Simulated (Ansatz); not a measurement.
# SnH− (singlet): wave-function methods side by side, def2-TZVPD

The task here is to estimate one member of a computed series from the others.

Program: Ansatz 0.2.0, Gaussian basis. Level of theory: def2-TZVPD, core rule «outside noble gas», up to 9 orbitals frozen. These are calculated values, not measurements.

The runs, in order: UHF; CCSD(T) on RHF; CCSD(T) on UHF; BCCD(T) on RHF; CISD; CCSDT(Q) on RHF; CCSDT(Q) on UHF; CCSDTQ on RHF; CASSCF and MRCISD+Q, 6 electrons in 5 orbitals; CASSCF and NEVPT2, 6 electrons in 5 orbitals; Full CI.

2 further runs of the same task are left out: 2 set aside as unsound or not needed. Runs told in other sessions of the task aren't counted.

## What is computed

The geometry is a PBE0/def2-TZVPD stationary point (not a proven minimum). No spin-orbit coupling is included. Elements past krypton take def2 core potentials.

2 atoms, charge -1, spin multiplicity 1.

Atoms are counted from 1 here; the program's logs count them from 0.

Bond lengths: Sn1–H2 1.806 Å.

Set-up of the first run:

in.yaml

```yaml
crystal:
  periodic: [false, false, false]
  atoms:
    - {symbol: Sn, position_ang: [0.000000, 0.000000, 0.000000]}
    - {symbol: H, position_ang: [0.000000, 0.000000, 1.806000]}
basis:
  gaussian: {orbitals: def2-TZVPD}
total_charge: -1
magnetization: {spin_polarized: true, initial_magnetization: 0}
hamiltonian: {xc: hf}
output: {orbitals: {seedname: orbitals}}
```

Started as:

```console
ansatz run in.yaml --threads 1 --pin off --events-out ev --progress --plain --max-ram 2880MiB --backend cpu
```

Among the steps run: UHF; CCSD(T) on RHF; CCSD(T) on UHF; BCCD(T) on RHF; CISD; CCSDT(Q) on RHF; CCSDT(Q) on UHF; CCSDTQ on RHF; CASSCF and MRCISD+Q, 6 electrons in 5 orbitals; CASSCF and NEVPT2, 6 electrons in 5 orbitals; Full CI.

One table of the session follows, with a row left open; its other results are not shown here.

It belongs to the step «Misses and costs». 

| method | from FCI (kcal/mol) |
| --- | --- |
| RHF | +78.76 |
| RMP2 | +22.30 |
| CISD | +11.38 |
| RCCSD | +6.98 |
| RCCSD(T) | +3.53 |
| BCCD(T) | +3.54 |
| RCCSDT | +0.58 |
| RCCSDT(Q) | ? |
| RCCSDTQ | +0.01 |
| CASSCF valence | +58.97 |
| NEVPT2 valence | +16.36 |
| MRCISD valence | +4.07 |
| MRCISD+Q valence | -0.22 |
| FCI | 0 |

Estimate the missing values for RCCSDT(Q).

The run gave: from FCI (kcal/mol): -0.16. In the column «from FCI (kcal/mol)» it lies between MRCISD+Q valence (-0.22) and FCI (0).

Limits of these values: The report flags that the cluster equations may have other roots. Left out of the table: UHF, UMP2, UCCSD, UCCSD(T), UCCSDT, UCCSDT(Q) (another determinant or state than the rows shown). The program flags RCCSDT(Q), RCCSDTQ as in doubt, so those rows may rest on another solution. RCCSDT(Q), MRCISD+Q valence fall below full CI, which methods that aren't variational can do.
